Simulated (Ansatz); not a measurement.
# HfHBr3: the cost of one run

Program: Ansatz 0.2.0. Level of theory: DFT PBE, scalar-relativistic, plane waves, PAW. These are calculated values, not measurements.

1 further run of the same task is left out (it didn't finish).

### 1 The system as given

The structure is cubic, space group Pm-3m (No. 221). The conventional cell has a = 5.088 Å, b = 5.088 Å, c = 5.088 Å, α = 90.00°, β = 90.00°, γ = 90.00°. Hf (site symmetry m-3m) is surrounded by 12 Br at 3.60 Å. H (site symmetry m-3m) has 6 Br at 2.54 Å in its first shell of neighbours. Around Br (site symmetry 4/mmm) lie 2 H at 2.54 Å and 4 Hf at 3.60 Å and 8 Br at 3.60 Å.

Structure file:

```
CELL_PARAMETERS angstrom
5.08798 0.00000 0.00000
0.00000 5.08798 0.00000
0.00000 0.00000 5.08798
ATOMIC_POSITIONS crystal
Hf 0.00000 0.00000 0.00000
H 0.50000 0.50000 0.50000
Br 0.50000 0.50000 0.00000
Br 0.50000 0.00000 0.50000
Br 0.00000 0.50000 0.50000
```

Recipe of the guess: species swapped into a database cell of Nd3SnN (Pm-3m, No. 221), with Br on the Nd sites, Hf on the Sn sites and H on the N sites. Lengths come from tabulated atomic sizes and are only a guess.

### 2 A first look at the guess

input.yaml

```yaml
crystal:
  lattice:
    - [5.0879838, 0.0, 0.0]
    - [0.0, 5.0879838, 0.0]
    - [0.0, 0.0, 5.0879838]
  atoms:
    - { symbol: Hf, position: [0.0, 0.0, 0.0] }
    - { symbol: H, position: [0.5, 0.5, 0.5] }
    - { symbol: Br, position: [0.5, 0.5, 0.0] }
    - { symbol: Br, position: [0.5, 0.0, 0.5] }
    - { symbol: Br, position: [0.0, 0.5, 0.5] }
basis:
  ecutwfc: 420
kpoints:
  mp_grid: { grid: [4, 4, 4] }
hamiltonian:
  xc: pbe
scf:
  occupations: { method: gaussian, width: 0.1 }
  lower_state_search: "off"
output:
  forces: true
  stress: true
  eigenvalues: true
```

The run is started by

```sh
> ansatz run input.yaml --threads 1 --pin off --max-ram 2560MiB --backend cpu --events-out ev --progress --plain --runs-dir out
```

**Question.** How long does this run take on 1 thread of Intel Xeon at 2.50GHz (Skylake/Cascade Lake), shared host, and how much memory does it need?

About 6.4 s, with a peak of 0.4 GiB.
